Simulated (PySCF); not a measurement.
# C4H3ClSSi: the cost of one run

Computed with PySCF 2.14.0, with density-fitted response routines of our own, on a single molecule in the gas phase. Atoms are numbered from 0 throughout.

## Step 1: The starting structure

10 atoms, charge 0, multiplicity 1; geometry from: GFN2-xTB. The atoms were then displaced at random by about 0.01 Å, so the start is not that level's minimum.

Bonds of the start (Å): C0–C1 1.22, C1–Si2 1.85, Si2–C3 1.83, C3–C4 1.35, C4–Cl5 1.71, C4–S6 1.78, S6–Si2 2.23, C0–H7 1.06, Si2–H8 1.47, C3–H9 1.08.

## Step 2: Relaxing the molecule at PBE0-D3(BJ)/def2-SVP

Job settings and geometry (Å):

```
{"job": {"xc": "PBE0", "basis": "def2-SVP", "d3": "d3bj", "grid": 1, "shake": 0.01, "kind": "geom"}, "charge": 0, "multiplicity": 1}
C      2.917240     0.181870    -0.229660
C      1.820830    -0.162450     0.174500
Si     0.163280    -0.696540     0.800520
C     -1.262650    -0.389550    -0.298200
C     -1.835130     0.626970     0.378210
Cl    -3.254360     1.505980     0.026100
S     -0.841120     1.022360     1.798170
H      3.847030     0.534020    -0.599960
H      0.196990    -1.820370     1.742000
H     -1.701660    -0.823230    -1.183980
```

On the command line:

```
$ OMP_NUM_THREADS=1 python probes_run.py task.json out
```

One launch serves the whole session: the jobs run in the order shown.

Q: Estimate the wall time and peak memory of this first job on 1 thread of Arm Neoverse V1, shared host.

About 48 s, with a peak of 0.52 GiB.
